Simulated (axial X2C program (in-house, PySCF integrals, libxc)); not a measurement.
**ICa⁺: bond curves with and without spin–orbit coupling**

What are the state, bond length, wavenumber and bond energy of ICa⁺, and what does spin–orbit coupling change?

The runs use an in-house X2C program for linear molecules on PySCF integrals; all-electron X2C, I dyall-cv3z, Ca dyall-cv3z.

All values are calculated.

## 1. The job

The input, task.json:

```json
{"zs": [53, 20], "q": 1, "bas": ["dyall-cv3z", "dyall-cv3z"], "levels": ["PBE0", "HF", "B97-3"], "cc": true, "r0": 3.04, "thr": -1.0, "nmax": 90, "npts": 10, "nst": 2, "ntry": 6}
```

Keys: zs atomic numbers; q charge; bas basis sets; levels methods (HF also brings MP2); cc coupled cluster on or off; r0 starting distance in Å; thr threshold in hartree for freezing inner shells (an s shell follows its p shell); nmax most natural virtual spinors; npts points asked for on the curve; nst determinants followed; ntry starts of the search.

On the command line:

```sh
> python so2c.py task.json out
```

Spin-free means the one-electron spin-free X2C Hamiltonian; two-component (2c) means X2C with spin–orbit coupling and atomic mean-field two-electron Coulomb and Gaunt terms. Basis: I dyall-cv3z contracted to [11s12p8d4f1g], Ca dyall-cv3z contracted to [11s12p6d4f]; Gaussian nuclei, density fitting. Masses: I 126.904 u, Ca 39.963 u.

Notation: σ, π±, δ± give the projection m of an orbital's angular momentum (0, ±1, ±2), α and β its spin, Λ and M_S the sums; ω is the projection of a spinor's total angular momentum and Ω the sum. Logs are in hartree.

After this run come: PBE0, spin-free; HF, spin-free; B97-3, spin-free; MP2 and beyond, spin-free; PBE0, 2c; HF, 2c; B97-3, 2c; Correlated methods, 2c.

What does the calculation give? Wanted: for each run, Hamiltonian; Re; ωe; De; μ.

As calculated:

Lowest determinant that the search found at its distance (another Ω component may lie lower), spin-free: M_S = 0, Λ = 0 (closed shell).

Lowest determinant that the search found at its distance (another Ω component may lie lower), 2c: Ω = 0 (closed shell).

| Hamiltonian | level | Re (Å) | ωe (cm⁻¹) | De (eV) | μ (D) |
| --- | --- | --- | --- | --- | --- |
| spin-free | PBE0 | 2.682 | 300 | 3.33 | 13.96 |
| spin-free | HF | 2.756 | 288.5 | 2.07 | 16.01 |
| spin-free | MP2 | 2.757 | 286.5 | 3.05 | n/a |
| spin-free | CCSD | 2.757 | 286.0 | 2.94 | n/a |
| spin-free | CCSD(T) | 2.759 | 284.9 | 3.02 | n/a |
| spin-free | B97-3 | 2.694 | 298.0 | 3.32 | 14.18 |
| 2c | PBE0 | 2.685 | 298.3 | 3.07 | 13.91 |
| 2c | HF | 2.759 | 286.9 | 1.77 | 15.96 |
| 2c | MP2 | 2.760 | 285.0 | 2.77 | n/a |
| 2c | CCSD | 2.760 | 284.3 | 2.66 | n/a |
| 2c | CCSD(T) | 2.762 | 283.4 | 2.74 | n/a |
| 2c | B97-3 | 2.697 | 296.1 | 3.05 | 14.13 |

Dipoles are positive if Ca is the positive end and refer to the centre of mass.

At CCSD(T), going from spin-free to two-component changes Re by +3 mÅ, ωe by -0.6 %, which is small (part of it comes from the scalar share of the two-electron terms). De moves by -0.28 eV; both De rest on single-determinant atoms, which can miss part of an open shell's spin–orbit lowering.

De refers to I + Ca+, the ground-state fragments, which need not be this curve's own limit. Each curve is one determinant whose occupation by symmetry is held fixed; it was picked as the lowest of a PBE0 search that is not exhaustive. Closed shells are restricted here (equal orbitals for both partners), which fails at long range if the bond breaks into open shells. De is counted from the lowest determinant-based energies of the atoms at the same level, without counterpoise correction. Coupled cluster ran in a truncated set of natural virtual spinors; the MP2 energy of the rest was added. With the outer-core shells frozen, correlated bond lengths of heavy atoms tend to come out a few hundredths of an ångström too long.
